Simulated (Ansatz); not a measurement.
# SiH2Cl2 (dichlorosilane (DCS)): MP2/6-311+G(d,p)

What is the electronic atomisation energy of SiH2Cl2 (dichlorosilane (DCS)) at MP2/6-311+G**? 

The results are computed with Ansatz 0.2.0.

47 further runs of the same task are left out: 4 that didn't finish, 43 set aside as unsound or not needed.

## (1) The system as given

SiH2Cl2 has 5 atoms, charge 0, and is taken as a singlet. As SMILES, `Cl[SiH2]Cl`. The shape is that of a PBE0-D4/def2-TZVP optimisation.

Bond lengths: Cl1–Si2 2.040 Å, Si2–Cl3 2.040 Å, Si2–H4 1.476 Å, Si2–H5 1.476 Å. Angles: Cl1–Si2–Cl3 110.1°, Cl1–Si2–H4 108.5°, Cl1–Si2–H5 108.5°, Cl3–Si2–H4 108.5°, Cl3–Si2–H5 108.5°, H4–Si2–H5 112.7°.

## (2) A single-point energy at MP2/6-311+G(d,p)

run.yaml reads:

```yaml
crystal:
  periodic: [false, false, false]
  atoms:
    - {symbol: Cl, position_ang: [-1.036100, -0.393400, 1.609300]}
    - {symbol: Si, position_ang: [0.136800, -0.071700, -0.028900]}
    - {symbol: Cl, position_ang: [-0.799200, 1.196800, -1.324000]}
    - {symbol: H, position_ang: [0.352000, -1.362200, -0.711200]}
    - {symbol: H, position_ang: [1.396500, 0.556600, 0.413400]}
basis:
  gaussian:
    orbitals: 6-311+G_st__st_-spherical.json
correlation:
  method: mp2
  frozen_orbitals: {Cl: 5, H: 0, Si: 5}
accuracy: high
```

The basis set 6-311+G** is read from a file made from the Basis Set Exchange's data (not shown).

Launch:

```sh
ansatz run run.yaml --threads 1 --pin off --max-ram 3480MiB --events-out events.jsonl --progress --plain --runs-dir runs
```

What it wrote:

```text
Warning: RAYON_NUM_THREADS=1 ignored (pool sized by the plan → 1); use --threads N
Functional definition: HF
  name "HF"
  exchange = exact_x
  correlation = 0
1711 factors; integrals over basis functions are off by at most 4.4e-9 eV
mean field evaluation 1: about -32903.4002 eV, gradient 1.6e1 eV
mean field evaluation 2: about -32903.4651 eV, gradient 1.7e1 eV
mean field evaluation 4: about -32904.4377 eV, gradient 1.6e0 eV
mean field evaluation 8: about -32904.4515 eV, gradient 2.7e-4 eV
mean field -32904.45146177 eV, -1209.2162877816 hartree, gradient 1.1e-8 eV, S^2 0.000000; 0 other end points of the search recorded, 0 dependent functions left out
15 core orbitals not correlated: weight in the atoms' cores, before any rotation towards them, 1.000 or more for the frozen orbitals, at most 0.000 for the correlated occupied ones
reference -32904.45146177 eV, -1209.2162877816 hartree; 10, 10 occupied and 77, 77 virtual orbitals, 1711 factors
second order -10.05857334 eV of doubles, -0.00000000 eV of singles
Total energy: -32914.51003510 eV, -1209.5859335338 hartree
```

It took 2.9 s on 1 thread of Arm Neoverse V2, shared host; peak memory 0.25 GiB.

## (3) The Cl atom, same level

in.yaml reads:

```yaml
crystal:
  periodic: [false, false, false]
  atoms:
    - {symbol: Cl, position_ang: [0.000000, 0.000000, 0.000000]}
basis:
  gaussian:
    orbitals: 6-311+G_st__st_-spherical.json
magnetization:
  spin_polarized: true
  initial_magnetization: 1
correlation:
  method: mp2
  frozen_orbitals: {Cl: 5}
accuracy: high
```

The basis set 6-311+G** is read from a file made from the Basis Set Exchange's data (not shown).

Launch:

```sh
ansatz run in.yaml --threads 1 --pin off --max-ram 3480MiB --events-out events.jsonl --progress --plain --runs-dir runs
```

What it wrote, shortened:

```text
Warning: RAYON_NUM_THREADS=1 ignored (pool sized by the plan → 1); use --threads N
Functional definition: HF
  name "HF"
[...]
229 factors; integrals over basis functions are off by at most 4.3e-9 eV
[...]
mean field -12502.93078715 eV, -459.4742316368 hartree, gradient 6.6e-8 eV, S^2 0.755187; 3 other end points of the search recorded, 0 dependent functions left out
5 core orbitals not correlated: weight in the atoms' cores, before any rotation towards them, 1.000 or more for the frozen orbitals, at most 0.000 for the correlated occupied ones
reference -12502.93078715 eV, -459.4742316368 hartree; 4, 3 occupied and 21, 22 virtual orbitals, 229 factors
second order -3.04575188 eV of doubles, -0.00000000 eV of singles
Total energy: -12505.97653902 eV, -459.5861609537 hartree
```

Run time: 0.14 s. Hardware: 1 thread of Arm Neoverse V2, shared host.

## (4) The H atom: a single-point energy at UHF/6-311+G(d,p)

job.yaml reads:

```yaml
crystal:
  periodic: [false, false, false]
  atoms:
    - symbol: H
      position_ang: [0.000000, 0.000000, 0.000000]
basis:
  gaussian:
    orbitals: 6-311+G_st__st_.json
magnetization:
  spin_polarized: true
  initial_magnetization: 1
hamiltonian:
  xc: hf
accuracy: high
```

The basis set 6-311+G** is read from a file made from the Basis Set Exchange's data (not shown).

Run the same way, it converges to -0.49981 Eh (log not shown).

## (5) The Si atom

in.yaml reads:

```yaml
crystal:
  periodic: [false, false, false]
  atoms:
    - {symbol: Si, position_ang: [0.000000, 0.000000, 0.000000]}
basis:
  gaussian:
    orbitals: 6-311+G_st__st_-spherical.json
correlation:
  method: mp2
  frozen_orbitals: {Si: 5}
accuracy: high
magnetization:
  spin_polarized: true
  initial_magnetization: 2
```

The basis set 6-311+G** is read from a file made from the Basis Set Exchange's data (not shown).

Run the same way, it converges to -288.89249 Eh (log not shown).

## (6) Results

At MP2/6-311+G**, 15 core orbitals frozen:

| quantity | value |
| --- | --- |
| molecule: total energy | -1209.58593 Eh |
| molecule: correlation energy (15 core orbitals frozen) | -369.6 mEh |
| Cl atom: total energy | -459.58616 Eh |
| Cl atom: correlation energy (5 core orbitals frozen) | -111.9 mEh |
| Cl atom: ⟨S²⟩ of the reference determinant | 0.755 |
| H atom: total energy | -0.49981 Eh |
| H atom: ⟨S²⟩ | 0.750 |
| Si atom: total energy | -288.89249 Eh |
| Si atom: correlation energy (5 core orbitals frozen) | -42.0 mEh |
| Si atom: ⟨S²⟩ of the reference determinant | 2.006 |
| electronic atomisation energy | 14.191 eV |

**Reading.** Taking the molecule apart into free atoms costs 14.19 eV (1369 kJ/mol), before zero-point energy and without spin-orbit coupling.
